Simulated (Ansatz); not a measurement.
**Ti: an axial (c/a) deformation path**

An exercise on one series of results from a longer session: the logs are not shown, and one member is left open.

Computed with Ansatz 0.2.0 (DFT PBEsol, scalar-relativistic, plane waves, PAW, unless a step's input says otherwise).

### The starting structure

It takes space group P6_3/mmc (No. 194, hexagonal). The conventional cell has a = 2.950 Å, b = 2.950 Å, c = 4.686 Å, α = 90.00°, β = 90.00°, γ = 120.00°. Ti (site symmetry -6m2) is surrounded by 12 Ti at 2.90 to 2.95 Å.

Structure file:

```
Ti
1.0
     2.95000    0.00000    0.00000
    -1.47500    2.55477    0.00000
     0.00000    0.00000    4.68600
Ti
2
Direct
  0.33333 0.66667 0.25000
  0.66667 0.33333 0.75000
```

No relaxation comes first: the listed cell is the starting point.

### The reference cell

Reference values: F = -4947.7686 eV; pressure -5.86 GPa; largest force 0.000 eV/Å; gap on the mesh none (metal). It was computed beforehand with the settings of the runs below.

The first run:

At fixed volume and fractional coordinates, lengths along (0.000, 0.000, 1.000) are scaled against those across it; ρ is that ratio over its starting value.

Contents of input.yaml:

```yaml
crystal:
  lattice:
    - [3.1142159576, 0.0, 0.0]
    - [-1.5571079788, 2.6969901322, 0.0]
    - [0.0, 0.0, 4.2048279924]
  atoms:
    - { symbol: Ti, position: [0.3333333333, 0.6666666667, 0.25] }
    - { symbol: Ti, position: [0.6666666667, 0.3333333333, 0.75] }
basis:
  ecutwfc: 420
kpoints:
  mp_grid: { grid: [24, 24, 12] }
hamiltonian:
  xc: pbesol
scf:
  occupations: { method: gaussian, width: 0.15 }
output:
  forces: true
  stress: true
  eigenvalues: true
  write_density: true
  write_potential: true
  elf: true
  volumetric_format: npy
```

On the command line:

```sh
ansatz run input.yaml --threads 1 --pin off --max-ram 2560MiB --backend cpu --events-out ev --progress --plain --runs-dir out
```

Among the steps run: Point ρ = 0.850; At ρ = 1.200; At ρ = 0.920; Point ρ = 1.100; ρ = 0.960; Point ρ = 1.050; At ρ = 0.800; At ρ = 1.300.

One table of the session follows, with a row left open; its other results are not shown here.

The scan, with free energies counted from the undisturbed cell:

| ρ | ΔE (meV/atom) | pressure (GPa) |
| --- | --- | --- |
| 0.800 | 146.3 | -4.5 |
| 0.850 | ? | ? |
| 0.920 | 22.6 | -5.5 |
| 0.960 | 4.7 | -5.8 |
| 1.000 | 0.0 | -5.9 |
| 1.050 | 10.8 | -5.9 |
| 1.100 | 36.7 | -5.8 |
| 1.200 | 114.4 | -5.7 |
| 1.300 | 204.5 | -5.2 |

Q: Estimate the row for ρ = 0.850 from the others.

Worked estimate for «ΔE (meV/atom)». A straight line through the neighbours (0.800, 146.3) and (0.920, 22.6) gives 146.3 + (22.6 − 146.3) × (0.850 − 0.800) / (0.920 − 0.800) = 94.8; a parabola fitted to 3 rows on both sides gives 82.0.

The run gave: ΔE (meV/atom): 83.1; pressure (GPa): -5.0. In «ΔE (meV/atom)» the line misses by +11.7 and the parabola by -1.1.
